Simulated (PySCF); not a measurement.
**AgS: from the state search to spectroscopic constants**

What are the lowest state that PBE0 finds, the bond length, vibrational wavenumber and bond energy of AgS, and how much do these hang on the method?

Computed with PySCF 2.14.0. Level: Ag x2c-TZVPPall, S x2c-TZVPPall, spin-free X2C with a Gaussian nucleus.

## 1. Set-up

Settings of the job:

```
atoms                         : Ag, S
charge                        : 0
basis                         : Ag x2c-TZVPPall, S x2c-TZVPPall
Hamiltonian                   : spin-free X2C with a Gaussian nucleus
basis functions               : 121
electrons treated             : 63
masses in u                   : 106.9051, 31.9721
levels                        : PBE0, PBE, r²SCAN, PBEsol, LDA, MN15, M06-2X, ωB97X, HF, MP2, SCS-MP2, CCSD, CCSD(T)
grid                          : 80 radial by 434 angular points
occupations                   : held fixed by the projection of orbital angular momentum
dissociation limit            : Ag + S, each in its ground configuration
starting distance in angstrom : 2.320
values of 2S to try           : 1, 3, 5
```

On the command line:

```sh
$ OMP_NUM_THREADS=2 python dia.py task.json out
```

The runs that follow: PBE0 along the bond; Other states along the same grid; PBE (GGA); r²SCAN; PBEsol (GGA); LDA (local density); MN15 (hybrid meta-GGA); M06-2X (hybrid meta-GGA); ωB97X; UHF (mean field); Correlated methods on the Hartree–Fock reference.

**Question.** What will these runs give? Wanted: for each run, Re; ωe; De; μ.

**Answer**, as computed:

Lowest PBE0 solution found, without spin–orbit coupling: ²Π (doublet), unpaired electrons π ↑. State 2 has its PBE0 minimum 1.34 eV higher. State 3 has its PBE0 minimum 2.04 eV higher. The other levels ran on the lowest alone.

| level | Re (Å) | ωe (cm⁻¹) | De (eV) | μ (D) |
| --- | --- | --- | --- | --- |
| UHF | 2.414 | 302 | 1.08 | -6.41 |
| UHF-MP2 | 2.261 | 345 | 2.13 | n/a |
| UHF-SCS-MP2 | 2.294 | 332 | 2.07 | n/a |
| UHF-CCSD | 2.318 | 323 | 1.94 | n/a |
| UHF-CCSD(T) | 2.304 | 325 | 2.08 | n/a |
| LDA | 2.211 | 368 | 3.08 | -3.45 |
| PBE | 2.279 | 329 | 2.46 | -3.71 |
| PBEsol | 2.242 | 349 | 2.71 | -3.65 |
| r²SCAN | 2.274 | 334 | 2.43 | -4.18 |
| PBE0 | 2.295 | 328 | 2.26 | -4.45 |
| MN15 | 2.281 | 337 | 2.35 | -4.55 |
| M06-2X | 2.361 | 305 | 2.16 | -5.05 |
| ωB97X | 2.304 | 336 | 2.43 | -5.02 |

De is counted to Ag + S in their ground configurations. A positive dipole means Ag(−)S(+).

Differences from CCSD(T) in the same basis:

| level | Re (mÅ) | ωe (%) |
| --- | --- | --- |
| UHF | +110 | -7.1 |
| UHF-MP2 | -43 | +6.3 |
| UHF-SCS-MP2 | -9 | +2.3 |
| UHF-CCSD | +15 | -0.5 |
| LDA | -93 | +13.3 |
| PBE | -25 | +1.2 |
| PBEsol | -62 | +7.6 |
| r²SCAN | -29 | +2.9 |
| PBE0 | -9 | +1.1 |
| MN15 | -22 | +3.9 |
| M06-2X | +57 | -6.1 |
| ωB97X | 0 | +3.5 |

What this shows: Judged by CCSD(T) in the same basis: best bond length ωB97X (0 mÅ), worst UHF (+110 mÅ); best wavenumber UHF-CCSD (-0.5 %), worst LDA (+13.3 %). Among the levels with a De in the table, it runs from 1.08 eV (UHF) to 3.08 eV (LDA).

Correlated steps freeze 19 core orbitals. With d or f electrons several states lie close, and the lowest PBE0 determinant need not be the measured ground state. Spin–orbit coupling is left out.
